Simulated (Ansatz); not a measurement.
## CH8B2OSi, SMILES BCBO[SiH3]: a geometry optimisation, step by step

With the Python package of Ansatz (0.2.0).

The cells in order, each with its output:

```python
import ansatz as az
import numpy as np
```

```python
config = {
    "basis_set": "def2-SVP",
    "functional": "CAM-B3LYP",
}
```

```python
GEOMETRY = """
B    -2.42950    0.05510   -0.44390
C    -1.14600   -0.59600    0.22890
B    -0.05430    0.51610    0.56450
O     1.20170    0.13500    1.21150
Si    2.34680   -0.05080   -0.05990
H    -2.35970    0.39920   -1.57230
H    -3.18360    0.65160    0.24300
H    -1.44360   -1.11100    1.16550
H    -0.71010   -1.33970   -0.46960
H    -0.28870    1.66400    0.39300
H     1.92530   -1.12600   -0.97250
H     2.49050    1.21100   -0.80450
H     3.65140   -0.40820    0.51620
"""
```

```python
ch8b2osi = az.Crystal.molecule()
for line in GEOMETRY.strip().splitlines():
    symbol, *xyz = line.split()
    ch8b2osi = ch8b2osi.atom(symbol, [float(v) for v in xyz])
```

```python
job = (
    ch8b2osi.calculation()
    .basis(gaussian=config["basis_set"])
    .functional(config["functional"])
)
symbols = [site.symbol for site in ch8b2osi.cartesian_sites]
start = np.array([site.position_ang for site in ch8b2osi.cartesian_sites], dtype=float)
def progress(event):
    if event["event"] == "relax_step":
        row = event["data"]
        print(f"step {row['step']:3d}  E = {row['lagrangian_ev']:.6f} eV  max force {row['allowed_force_max_ev_ang']:.4f} eV/A")
```

```python
summary = job.relax(force_tolerance=0.005).session().plan().execute(on_event=progress).report
end = np.array(summary["positions_ang"])
```

    step   1  E = -12436.956344 eV  max force 2.9653 eV/A
    step   2  E = -12437.364172 eV  max force 1.6086 eV/A
    step   3  E = -12437.542436 eV  max force 1.1524 eV/A
    step   4  E = -12437.679835 eV  max force 0.3346 eV/A
    step   5  E = -12437.779695 eV  max force 0.2506 eV/A
    step   6  E = -12437.842705 eV  max force 0.4046 eV/A
    step   7  E = -12437.912360 eV  max force 0.2740 eV/A
    step   8  E = -12437.942768 eV  max force 0.2671 eV/A
    step   9  E = -12437.945920 eV  max force 0.5163 eV/A
    step  10  E = -12438.023755 eV  max force 0.1157 eV/A
    step  11  E = -12438.046282 eV  max force 0.1817 eV/A
    step  12  E = -12438.043958 eV  max force 0.3556 eV/A
    step  13  E = -12438.057781 eV  max force 0.0599 eV/A
    step  14  E = -12438.059621 eV  max force 0.1292 eV/A
    step  15  E = -12438.060106 eV  max force 0.1420 eV/A
    step  16  E = -12438.064016 eV  max force 0.0640 eV/A
    step  17  E = -12438.065235 eV  max force 0.0419 eV/A
    step  18  E = -12438.066171 eV  max force 0.0512 eV/A
    step  19  E = -12438.066546 eV  max force 0.0380 eV/A
    step  20  E = -12438.066986 eV  max force 0.0366 eV/A
    step  21  E = -12438.067330 eV  max force 0.0351 eV/A
    step  22  E = -12438.066797 eV  max force 0.1061 eV/A
    step  23  E = -12438.067680 eV  max force 0.0409 eV/A
    step  24  E = -12438.067899 eV  max force 0.0527 eV/A
    step  25  E = -12438.068054 eV  max force 0.0335 eV/A
    step  26  E = -12438.068208 eV  max force 0.0163 eV/A
    step  27  E = -12438.068263 eV  max force 0.0148 eV/A
    step  28  E = -12438.068299 eV  max force 0.0116 eV/A
    step  29  E = -12438.068317 eV  max force 0.0071 eV/A
    step  30  E = -12438.068325 eV  max force 0.0061 eV/A
    step  31  E = -12438.068330 eV  max force 0.0052 eV/A
    step  32  E = -12438.068332 eV  max force 0.0047 eV/A

```python
print(f"E = {summary['free_energy_ev']:.6f} eV = {summary['free_energy_ev'] / 27.211386246:.7f} Ha")
print("converged:", summary["converged"], " doubts:", summary["published_state_doubts"] or "none")
```

    E = -12438.068482 eV = -457.0905859 Ha
    converged: True  doubts: none

```python
print("final positions (A) and the move of each atom")
for symbol, xyz, old in zip(symbols, end, start):
    print(f"{symbol:2s} {xyz[0]:10.5f} {xyz[1]:10.5f} {xyz[2]:10.5f}   {np.linalg.norm(xyz - old):7.4f}")
```

    final positions (A) and the move of each atom
    B    -2.42614    0.05596   -0.50957    0.0658
    C    -1.46718   -0.53814    0.55031    0.4580
    B    -0.09674    0.22770    0.45277    0.3122
    O     0.99632   -0.39402   -0.04123    1.3753
    Si    2.59385    0.04612   -0.29191    0.3525
    H    -2.70941   -0.54959   -1.51582    1.0128
    H    -2.87980    1.16759   -0.36868    0.8560
    H    -1.85220   -0.25848    1.54920    1.0203
    H    -1.31103   -1.62190    0.46268    1.1445
    H     0.00008    1.38356    0.81473    0.5830
    H     2.89116   -0.10680   -1.73732    1.5989
    H     2.80854    1.45529    0.13322    1.0199
    H     3.45274   -0.86699    0.50151    0.5002

Reading the output:
- These settings explore the input space; basis and method may be short of convergence.
- The end point is the stationary point reached from this start; no frequency run checks that it is a minimum, and the basis set is modest.
- Timing: 3 min on 1 thread of Arm Neoverse V2, with other jobs on the host, peak memory 0.38 GiB.

(Lines on the test bed's own set-up are left out of the output.)
